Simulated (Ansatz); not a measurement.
Born–Oppenheimer molecular dynamics of a periodic cell of 36 atoms, Tl (start crystal Tl, start structure hcp, volume 1 times the crystal's). It starts from a structure without forces on its atoms.

Level of theory: DFT PBEsol, scalar-relativistic, plane waves, PAW (Ansatz 0.2.0). Settings: accuracy low, cutoff 420 eV, k mesh 1x1x1, fermi-dirac smearing 0.1 eV, no spin polarisation.

- ensemble: NVT, Langevin thermostat
- time step: 4.5 fs
- steps asked: 250
- set temperature: 900 K
- friction: 0.02 /fs
- seed: 551212

Frames 45 fs apart, positions in Å, forces in eV/Å.

Velocities at 45.0 fs (Å/ps):

```
Tl 0.54 0.61 -2.71
Tl 3.32 0.40 -4.14
Tl -4.49 0.70 0.72
Tl 1.09 2.39 -2.36
Tl -1.40 0.07 -2.12
Tl -0.81 -2.23 -0.82
Tl 0.73 -0.59 -1.95
Tl 2.45 -1.60 5.05
Tl 0.68 0.95 -0.67
Tl 0.51 0.05 0.10
Tl 1.97 -3.00 -2.50
Tl 1.31 2.20 0.24
Tl 2.72 -1.13 2.79
Tl -1.23 0.64 0.25
Tl 0.91 2.75 -2.22
Tl 0.44 4.88 -0.55
Tl 4.17 0.15 1.23
Tl -0.87 2.52 0.69
Tl -1.62 3.31 0.37
Tl 1.46 1.72 1.03
Tl -0.17 -4.60 0.75
Tl 0.84 -0.63 1.18
Tl -0.43 1.79 -0.38
Tl -0.85 -2.55 3.08
Tl -1.48 0.68 0.97
Tl -2.16 1.99 -0.22
Tl 4.78 -0.87 0.91
Tl 0.46 1.16 -0.60
Tl 1.04 1.06 -1.28
Tl 3.34 -0.17 1.52
Tl -0.69 -1.02 2.99
Tl 2.68 3.10 1.59
Tl -2.31 -0.73 0.73
Tl 1.26 1.17 0.83
Tl -3.03 -0.58 -2.05
Tl -0.92 0.05 -2.38
```

```xyz
36
Lattice="10.3800 0.0000 0.0000 -5.1900 8.9893 0.0000 0.0000 0.0000 11.0651" Properties=species:S:1:pos:R:3:forces:R:3 time_fs=45.0 energy_less_start_eV=-0.173 T=938
Tl 0.039 0.093 -0.063 0.03 0.12 -0.15
Tl 0.206 2.024 2.638 0.10 -0.03 -0.09
Tl -0.136 -0.056 5.521 0.23 -0.04 0.23
Tl -0.009 2.043 8.213 -0.05 0.00 -0.19
Tl -1.798 2.936 -0.071 0.07 -0.07 0.16
Tl -1.812 4.934 2.744 -0.04 -0.13 -0.17
Tl -1.710 2.997 5.460 0.07 -0.07 -0.09
Tl -1.764 5.002 8.534 -0.06 -0.06 0.00
Tl -3.495 6.046 -0.053 -0.07 0.09 0.09
Tl -3.430 8.081 2.736 0.07 0.05 -0.06
Tl -3.438 5.948 5.404 -0.04 0.01 0.07
Tl -3.501 8.092 8.360 0.01 0.09 -0.02
Tl 3.563 0.007 0.152 0.15 -0.07 0.32
Tl 3.422 2.001 2.820 0.18 -0.13 0.13
Tl 3.464 0.011 5.471 -0.05 -0.11 -0.19
Tl 3.360 2.111 8.243 -0.06 0.04 -0.12
Tl 1.849 3.019 0.075 0.20 -0.09 -0.04
Tl 1.697 5.057 2.766 -0.04 0.18 -0.06
Tl 1.681 3.084 5.561 -0.11 0.06 0.02
Tl 1.710 5.052 8.364 0.07 0.05 -0.06
Tl -0.055 5.883 0.013 -0.19 -0.03 0.06
Tl 0.067 7.970 2.800 -0.08 -0.11 -0.02
Tl -0.008 6.022 5.573 -0.03 0.24 0.29
Tl 0.006 7.889 8.441 -0.05 -0.06 0.06
Tl 6.986 -0.026 0.072 0.05 -0.12 0.00
Tl 6.825 1.984 2.761 -0.13 0.07 -0.01
Tl 7.147 0.090 5.551 -0.22 0.22 0.03
Tl 6.917 2.052 8.330 0.03 0.07 -0.11
Tl 5.335 3.013 -0.112 -0.03 0.04 -0.15
Tl 5.277 4.957 2.804 -0.03 -0.09 -0.01
Tl 5.126 3.034 5.505 -0.11 0.10 0.15
Tl 5.171 5.146 8.329 0.05 0.17 -0.11
Tl 3.413 5.956 0.036 0.08 0.05 0.12
Tl 3.404 8.040 2.800 0.12 -0.08 0.03
Tl 3.355 5.993 5.439 -0.02 -0.20 -0.09
Tl 3.380 8.032 8.194 -0.09 -0.15 -0.02
36
Lattice="10.3800 0.0000 0.0000 -5.1900 8.9893 0.0000 0.0000 0.0000 11.0651" Properties=species:S:1:pos:R:3:forces:R:3 time_fs=90.0 energy_less_start_eV=-0.129 T=699
Tl 0.056 0.035 -0.138 -0.06 0.19 -0.12
Tl 0.259 1.936 2.518 -0.22 -0.16 -0.05
Tl -0.277 0.048 5.568 1.32 0.16 0.25
Tl -0.003 2.112 8.166 0.03 0.04 -0.29
Tl -1.886 2.901 -0.169 0.36 -0.27 0.33
Tl -1.884 4.865 2.688 0.08 -0.16 -0.29
Tl -1.681 2.979 5.350 0.06 -0.04 -0.26
Tl -1.674 4.918 8.668 -0.09 0.10 -0.24
Tl -3.546 6.048 -0.060 -0.03 0.17 0.14
Tl -3.443 8.049 2.712 0.11 -0.02 0.06
Tl -3.405 5.880 5.351 -0.03 0.09 0.13
Tl -3.455 8.137 8.417 0.03 0.04 -0.05
Tl 3.583 -0.058 0.211 0.14 -0.18 0.29
Tl 3.342 1.989 2.801 0.41 -0.24 0.30
Tl 3.507 0.051 5.426 -0.10 -0.11 -0.40
Tl 3.417 2.267 8.272 -0.12 0.13 -0.15
Tl 1.931 3.009 0.183 0.47 -0.04 -0.12
Tl 1.622 5.106 2.816 -0.23 0.05 -0.28
Tl 1.634 3.165 5.510 -0.02 0.00 0.06
Tl 1.779 5.115 8.480 0.04 -0.04 -0.24
Tl -0.083 5.774 0.066 -0.20 0.02 0.15
Tl 0.083 7.946 2.847 -0.18 -0.07 0.05
Tl -0.035 6.021 5.588 -0.16 0.30 0.64
Tl 0.057 7.880 8.554 -0.06 -0.07 0.18
Tl 6.946 -0.078 0.170 0.05 -0.12 0.06
Tl 6.708 2.039 2.771 -0.35 0.01 0.17
Tl 7.309 0.061 5.547 -1.33 0.37 -0.21
Tl 6.895 1.994 8.327 -0.01 -0.08 -0.30
Tl 5.471 3.047 -0.118 -0.36 0.14 -0.12
Tl 5.374 5.005 2.776 -0.19 -0.01 -0.02
Tl 5.121 3.007 5.632 -0.12 0.11 0.22
Tl 5.206 5.210 8.385 0.23 0.19 -0.09
Tl 3.370 5.907 0.005 0.12 0.14 0.05
Tl 3.514 8.066 2.811 0.28 0.01 -0.12
Tl 3.215 6.001 5.271 0.11 -0.28 -0.05
Tl 3.384 8.027 8.055 0.00 -0.36 0.36
36
Lattice="10.3800 0.0000 0.0000 -5.1900 8.9893 0.0000 0.0000 0.0000 11.0651" Properties=species:S:1:pos:R:3:forces:R:3 time_fs=135.0 energy_less_start_eV=-0.499 T=913
Tl 0.040 -0.103 -0.190 -0.14 0.12 -0.12
Tl 0.229 1.740 2.482 -0.32 -0.01 -0.12
Tl -0.287 0.254 5.565 1.23 -0.07 0.13
Tl -0.051 2.040 8.098 -0.13 0.14 -0.04
Tl -1.938 2.852 -0.228 0.76 -0.28 0.25
Tl -1.921 4.727 2.557 0.28 -0.28 -0.17
Tl -1.585 2.998 5.321 -0.23 0.29 -0.50
Tl -1.681 4.918 8.635 0.00 0.13 -0.16
Tl -3.654 5.979 -0.062 -0.04 0.25 0.28
Tl -3.374 7.996 2.754 0.24 -0.12 0.23
Tl -3.474 5.737 5.380 0.09 0.12 0.06
Tl -3.430 8.100 8.399 0.15 -0.03 -0.17
Tl 3.586 -0.147 0.189 0.02 -0.24 0.17
Tl 3.317 1.875 2.908 0.24 -0.29 0.41
Tl 3.624 0.079 5.499 0.05 -0.06 -0.29
Tl 3.506 2.393 8.252 -0.08 0.28 -0.12
Tl 2.025 3.010 0.270 0.54 -0.05 0.16
Tl 1.689 5.128 2.809 -0.25 -0.21 -0.49
Tl 1.533 3.291 5.565 0.32 -0.24 0.05
Tl 1.806 5.209 8.505 -0.17 -0.15 -0.31
Tl -0.161 5.739 0.168 -0.18 0.08 -0.15
Tl 0.197 7.869 2.795 -0.29 -0.04 0.08
Tl -0.020 5.960 5.662 -0.28 0.42 0.71
Tl 0.112 7.949 8.615 -0.16 -0.04 0.30
Tl 6.931 -0.158 0.300 0.10 -0.06 -0.02
Tl 6.539 1.994 2.890 -0.32 -0.16 0.36
Tl 7.293 0.051 5.484 -1.16 0.13 -0.17
Tl 6.869 1.904 8.255 0.01 -0.18 -0.43
Tl 5.557 3.003 -0.204 -0.79 0.05 -0.15
Tl 5.465 4.941 2.757 -0.32 0.17 -0.12
Tl 5.133 3.057 5.721 -0.16 0.03 0.11
Tl 5.179 5.396 8.404 0.24 0.19 -0.05
Tl 3.347 5.880 0.000 0.08 0.18 0.04
Tl 3.662 8.009 2.825 0.35 0.07 -0.03
Tl 3.231 5.905 5.191 0.29 0.07 0.22
Tl 3.418 7.978 8.044 0.03 -0.20 0.06
36
Lattice="10.3800 0.0000 0.0000 -5.1900 8.9893 0.0000 0.0000 0.0000 11.0651" Properties=species:S:1:pos:R:3:forces:R:3 time_fs=180.0 energy_less_start_eV=-1.051 T=841
Tl -0.010 -0.288 -0.231 -0.11 0.14 -0.12
Tl 0.159 1.655 2.482 -0.19 0.29 -0.31
Tl -0.213 0.387 5.495 0.68 -0.35 0.24
Tl -0.074 2.011 8.088 -0.21 0.01 0.03
Tl -1.938 2.773 -0.321 0.45 -0.29 0.26
Tl -1.956 4.600 2.510 0.24 -0.48 0.05
Tl -1.563 3.030 5.287 -0.36 0.52 -0.43
Tl -1.631 4.962 8.614 -0.05 0.11 -0.22
Tl -3.699 5.968 0.015 0.04 0.13 0.52
Tl -3.342 7.905 2.917 0.33 -0.14 0.25
Tl -3.516 5.621 5.388 0.23 0.18 0.18
Tl -3.340 8.107 8.376 0.21 0.01 -0.33
Tl 3.596 -0.197 0.173 -0.13 -0.22 0.19
Tl 3.261 1.824 3.056 -0.06 -0.06 0.22
Tl 3.728 0.106 5.456 0.21 -0.22 0.03
Tl 3.581 2.528 8.248 -0.22 0.29 -0.15
Tl 2.113 2.945 0.291 0.47 -0.05 0.42
Tl 1.712 5.136 2.831 -0.64 -0.48 -1.20
Tl 1.517 3.375 5.615 0.29 -0.47 0.14
Tl 1.799 5.197 8.534 -0.42 -0.35 -0.29
Tl -0.318 5.628 0.307 0.12 0.18 -0.38
Tl 0.345 7.887 2.791 -0.31 -0.05 0.04
Tl -0.022 6.032 5.812 -0.31 0.54 0.76
Tl 0.123 7.985 8.674 -0.15 -0.05 0.29
Tl 6.919 -0.223 0.325 0.20 0.08 -0.07
Tl 6.393 2.071 3.059 -0.15 -0.18 0.09
Tl 7.231 0.120 5.376 -0.40 -0.13 0.08
Tl 6.960 1.871 8.134 0.05 -0.30 -0.51
Tl 5.464 2.851 -0.342 -0.40 0.08 -0.04
Tl 5.424 4.971 2.709 -0.37 0.22 -0.39
Tl 5.111 3.093 5.772 -0.24 0.00 0.12
Tl 5.191 5.458 8.536 0.46 0.04 -0.22
Tl 3.365 5.849 -0.009 -0.07 0.10 0.40
Tl 3.836 7.989 2.813 0.09 -0.03 -0.04
Tl 3.240 5.760 5.029 0.78 0.59 0.80
Tl 3.378 7.804 8.104 -0.04 0.32 -0.40
36
Lattice="10.3800 0.0000 0.0000 -5.1900 8.9893 0.0000 0.0000 0.0000 11.0651" Properties=species:S:1:pos:R:3:forces:R:3 time_fs=225.0 energy_less_start_eV=-1.247 T=945
Tl -0.011 -0.325 -0.294 0.00 0.11 -0.27
Tl 0.144 1.646 2.458 -0.34 0.41 -0.38
Tl -0.166 0.462 5.505 0.53 -0.45 0.17
Tl -0.133 1.988 8.065 -0.20 0.01 0.15
Tl -1.963 2.706 -0.394 0.24 -0.18 0.27
Tl -1.995 4.495 2.505 0.43 -0.49 -0.18
Tl -1.642 3.016 5.194 -0.22 0.43 -0.17
Tl -1.565 5.068 8.608 -0.27 -0.06 -0.09
Tl -3.738 5.928 0.167 0.11 0.27 0.20
Tl -3.356 7.905 3.015 0.41 -0.20 0.20
Tl -3.420 5.630 5.295 0.13 0.04 0.30
Tl -3.134 8.087 8.334 0.07 -0.22 -0.32
Tl 3.568 -0.079 0.151 -0.11 -0.11 0.25
Tl 3.157 1.738 3.165 -0.14 0.58 -0.35
Tl 3.800 0.214 5.402 0.27 -0.92 0.81
Tl 3.682 2.612 8.261 -0.51 0.16 -0.13
Tl 2.079 2.894 0.312 0.35 -0.07 0.54
Tl 1.768 5.186 2.843 -0.62 -0.51 -1.39
Tl 1.499 3.429 5.729 0.18 -0.39 0.13
Tl 1.690 5.141 8.642 -0.60 -0.58 -0.24
Tl -0.308 5.560 0.371 0.15 0.21 -0.38
Tl 0.355 7.912 2.873 -0.24 -0.01 -0.22
Tl -0.082 6.146 6.022 -0.08 0.51 0.33
Tl 0.007 8.052 8.680 0.19 0.18 0.23
Tl 6.987 -0.246 0.324 0.15 -0.02 0.18
Tl 6.367 2.128 3.084 -0.38 -0.10 -0.22
Tl 7.176 0.141 5.297 -0.01 -0.28 0.23
Tl 7.048 1.914 8.025 0.02 -0.33 -0.45
Tl 5.383 2.748 -0.374 -0.09 0.10 0.15
Tl 5.414 5.081 2.683 -0.59 -0.07 -0.11
Tl 5.088 2.970 5.776 -0.01 0.55 -0.12
Tl 5.228 5.406 8.584 0.69 0.26 -0.29
Tl 3.372 5.743 -0.090 -0.06 0.14 0.72
Tl 3.938 7.954 2.869 -0.10 0.02 -0.09
Tl 3.280 5.718 5.052 0.86 0.57 1.07
Tl 3.276 7.662 8.099 -0.20 0.42 -0.52
36
Lattice="10.3800 0.0000 0.0000 -5.1900 8.9893 0.0000 0.0000 0.0000 11.0651" Properties=species:S:1:pos:R:3:forces:R:3 time_fs=270.0 energy_less_start_eV=-1.770 T=871
Tl -0.006 -0.320 -0.389 0.04 0.12 -0.33
Tl 0.150 1.727 2.430 -0.66 0.14 -0.33
Tl -0.183 0.400 5.570 0.24 -0.46 -0.04
Tl -0.322 1.934 7.999 -0.17 0.12 0.29
Tl -1.879 2.829 -0.428 -0.01 -0.30 0.34
Tl -2.104 4.355 2.458 0.78 -0.21 -0.53
Tl -1.701 2.987 5.052 -0.02 0.07 0.08
Tl -1.484 5.132 8.594 -0.50 -0.17 0.04
Tl -3.736 5.909 0.293 0.21 0.58 -0.48
Tl -3.416 7.841 2.978 0.97 -0.03 0.23
Tl -3.410 5.633 5.225 0.15 0.12 0.26
Tl -3.009 7.926 8.314 -0.17 -0.42 -0.35
Tl 3.526 -0.080 0.145 -0.15 -0.10 0.27
Tl 3.048 1.700 3.191 -0.05 0.51 -0.14
Tl 3.884 0.196 5.386 0.21 -0.94 0.77
Tl 3.785 2.751 8.301 -0.57 -0.06 -0.41
Tl 2.041 2.905 0.366 0.35 -0.15 0.41
Tl 1.721 5.156 2.827 -0.14 -0.26 -0.41
Tl 1.496 3.388 5.866 0.32 -0.13 -0.12
Tl 1.581 4.986 8.633 -0.12 -0.47 0.02
Tl -0.272 5.567 0.344 0.03 0.22 -0.14
Tl 0.307 7.928 2.798 -0.36 -0.09 -0.21
Tl -0.109 6.125 6.122 0.13 0.44 -0.03
Tl -0.053 8.210 8.666 0.56 0.46 0.07
Tl 7.208 -0.263 0.497 0.13 0.04 0.02
Tl 6.213 2.158 3.129 -0.28 -0.25 -0.56
Tl 7.084 0.039 5.276 0.24 -0.28 0.16
Tl 7.045 1.877 8.019 -0.29 -0.24 -0.40
Tl 5.324 2.743 -0.347 0.28 -0.03 0.47
Tl 5.356 5.126 2.640 -1.08 -0.42 0.29
Tl 5.138 2.931 5.740 -0.25 0.73 0.32
Tl 5.245 5.404 8.564 0.63 0.64 -0.04
Tl 3.276 5.662 -0.044 0.04 0.19 0.37
Tl 4.042 7.915 2.930 -0.45 0.18 0.12
Tl 3.412 5.714 5.185 0.29 0.23 0.40
Tl 3.166 7.564 8.099 -0.33 0.25 -0.38
```

Of the whole run (1125 fs, mean temperature of the second half 969 K): A run of 1.1 ps of so small a system gives no equilibrium averages. Limits of this set-up: coarse k mesh, low accuracy level.

Run time: 13 min on 4 threads of Intel(R) Xeon(R) 6975P-C (Granite Rapids) (shared host), peak memory 1.4 GiB.
